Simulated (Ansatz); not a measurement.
# C2H4BF3O: the cost of one run

Computed with Ansatz 0.2.0, Gaussian basis. Level: the settings change from run to run.

### Step 1. The molecule

An earlier PBE0-D4 in a triple-zeta def2 set relaxation fixed the geometry.

SMILES `BOCC(F)(F)F`, 11 atoms, charge 0, spin multiplicity 1.

Atoms are counted from 1 here; the program's logs count them from 0.

Bond lengths: B1–O2 1.347 Å, B1–H8 1.201 Å, B1–H9 1.193 Å, O2–C3 1.400 Å, C3–C4 1.515 Å, C3–H10 1.094 Å, C3–H11 1.092 Å, C4–F5 1.332 Å, C4–F6 1.336 Å, C4–F7 1.338 Å. Angles: O2–B1–H8 119.8°, O2–B1–H9 116.5°, H8–B1–H9 123.6°, B1–O2–C3 121.8°, O2–C3–C4 110.0°, O2–C3–H10 112.0°, O2–C3–H11 109.4°, C4–C3–H10 107.8°, C4–C3–H11 107.8°, H10–C3–H11 109.7°, C3–C4–F5 112.2°, C3–C4–F6 111.5°, C3–C4–F7 109.4°, F5–C4–F6 107.7°, F5–C4–F7 108.0°, F6–C4–F7 107.9°.

As a file:

```
B    -0.1705   -1.2090    1.5568
O     0.5986   -0.3525    0.8569
C     0.4492   -0.1872   -0.5253
C    -0.1237    1.1825   -0.8250
F     0.6555    2.1641   -0.3733
F    -1.3323    1.3394   -0.2775
F    -0.2497    1.3310   -2.1492
H    -0.9823   -1.8855    0.9864
H     0.0171   -1.2538    2.7345
H    -0.2239   -0.9340   -0.9571
H     1.4273   -0.2519   -1.0065
```

### Step 2. CAM-B3LYP/aug-cc-pVTZ

Set apart from the defaults: D3(BJ) with three-body dispersion.

Contents of in.yaml:

```yaml
crystal:
  periodic: [false, false, false]
  atoms:
    - {symbol: B, position_ang: [-0.170504, -1.208951, 1.556791]}
    - {symbol: O, position_ang: [0.598583, -0.352498, 0.856874]}
    - {symbol: C, position_ang: [0.449238, -0.187191, -0.525306]}
    - {symbol: C, position_ang: [-0.123676, 1.182518, -0.825001]}
    - {symbol: F, position_ang: [0.655465, 2.164086, -0.373345]}
    - {symbol: F, position_ang: [-1.332282, 1.339411, -0.277517]}
    - {symbol: F, position_ang: [-0.249727, 1.330957, -2.149209]}
    - {symbol: H, position_ang: [-0.982267, -1.885497, 0.986391]}
    - {symbol: H, position_ang: [0.017141, -1.253771, 2.734479]}
    - {symbol: H, position_ang: [-0.223914, -0.933951, -0.957095]}
    - {symbol: H, position_ang: [1.427343, -0.251915, -1.006463]}
basis:
  gaussian: {orbitals: aug-cc-pVTZ}
hamiltonian: {xc: {name: CAM-B3LYP}, dispersion: d3bjatm}
output: {forces: true}
```

On the command line:

```bash
$ ansatz run in.yaml --threads 4 --pin off --events-out ev --progress --plain --max-ram 11315MiB
```

What time and memory should one allow on 4 threads of Arm Neoverse V2, shared host?

About 17 s, with a peak of 2.5 GiB.
